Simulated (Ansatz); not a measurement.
# CsCu2I3: the cost of one run

Method: DFT PBE, plane waves, PAW, scalar-relativistic, no spin polarisation, in Ansatz 0.2.0.

### 1 The structure to begin with

The cell holds 24 atoms (Cs4Cu8I12): a = 8.770 Å, b = 8.770 Å, c = 12.289 Å, α = 90.00°, β = 90.00°, γ = 105.61°.

Coordinates:

```xyz
24
Lattice="5.3012 -6.9859 0.0000 5.3012 6.9859 0.0000 0.0000 0.0000 12.2889" Properties=species:S:1:pos:R:3 pbc="T T T"
Cs    5.3012   -2.4065    1.5361
Cs    5.3012    2.4065    4.6083
Cu    1.4579    0.0000    3.0722
Cu    9.1446    0.0000    0.0000
Cu    9.1446    0.0000    3.0722
Cu    1.4579    0.0000    0.0000
I     5.3012    5.3023    1.5361
I     5.3012   -5.3023    4.6083
I     7.6723   -1.6144    4.6083
I     2.9302    1.6144    1.5361
I     7.6723    1.6144    1.5361
I     2.9302   -1.6144    4.6083
Cs    5.3012   -2.4065    7.6805
Cs    5.3012    2.4065   10.7527
Cu    1.4579    0.0000    9.2166
Cu    9.1446    0.0000    6.1444
Cu    9.1446    0.0000    9.2166
Cu    1.4579    0.0000    6.1444
I     5.3012    5.3023    7.6805
I     5.3012   -5.3023   10.7527
I     7.6723   -1.6144   10.7527
I     2.9302    1.6144    7.6805
I     7.6723    1.6144    7.6805
I     2.9302   -1.6144   10.7527
```

### 2 Run 1

100 steps of 4.5 fs at constant energy, with velocities drawn for 2400 K.

input.yaml

```yaml
accuracy: low
crystal:
  lattice:
    - [5.301233, -6.985881, 0.0]
    - [5.301233, 6.985881, 0.0]
    - [0.0, 0.0, 12.28885]
  atoms:
    - { symbol: Cs, position: [0.672243, 0.327757, 0.125] }
    - { symbol: Cs, position: [0.327757, 0.672243, 0.375] }
    - { symbol: Cu, position: [0.137506, 0.137506, 0.25] }
    - { symbol: Cu, position: [0.862494, 0.862494, 0.0] }
    - { symbol: Cu, position: [0.862494, 0.862494, 0.25] }
    - { symbol: Cu, position: [0.137506, 0.137506, 0.0] }
    - { symbol: I, position: [0.120497, 0.879503, 0.125] }
    - { symbol: I, position: [0.879503, 0.120497, 0.375] }
    - { symbol: I, position: [0.839177, 0.608087, 0.375] }
    - { symbol: I, position: [0.160823, 0.391913, 0.125] }
    - { symbol: I, position: [0.608087, 0.839177, 0.125] }
    - { symbol: I, position: [0.391913, 0.160823, 0.375] }
    - { symbol: Cs, position: [0.672243, 0.327757, 0.625] }
    - { symbol: Cs, position: [0.327757, 0.672243, 0.875] }
    - { symbol: Cu, position: [0.137506, 0.137506, 0.75] }
    - { symbol: Cu, position: [0.862494, 0.862494, 0.5] }
    - { symbol: Cu, position: [0.862494, 0.862494, 0.75] }
    - { symbol: Cu, position: [0.137506, 0.137506, 0.5] }
    - { symbol: I, position: [0.120497, 0.879503, 0.625] }
    - { symbol: I, position: [0.879503, 0.120497, 0.875] }
    - { symbol: I, position: [0.839177, 0.608087, 0.875] }
    - { symbol: I, position: [0.160823, 0.391913, 0.625] }
    - { symbol: I, position: [0.608087, 0.839177, 0.625] }
    - { symbol: I, position: [0.391913, 0.160823, 0.875] }
basis:
  ecutwfc: 420.0
kpoints:
  mp_grid: { grid: [2, 2, 1] }
hamiltonian:
  xc: pbe
scf:
  occupations: { method: fermi_dirac, width: 0.05 }
  lower_state_search: "off"
md:
  timestep: 4.5
  n_steps: 100
  ensemble: nve
  temperature: 2400.0
  initial_velocities: maxwell_boltzmann
  seed: 312663
```

Run with:

```bash
ansatz run input.yaml --threads 4 --pin off --max-ram 10240MiB --backend cpu --events-out ev --progress --plain --runs-dir out
```

Q: Estimate wall time and peak memory on 4 threads of Intel Xeon Platinum 8259CL at 2.50GHz (Skylake/Cascade Lake), shared host.

About 20 min, with a peak of 4.1 GiB.
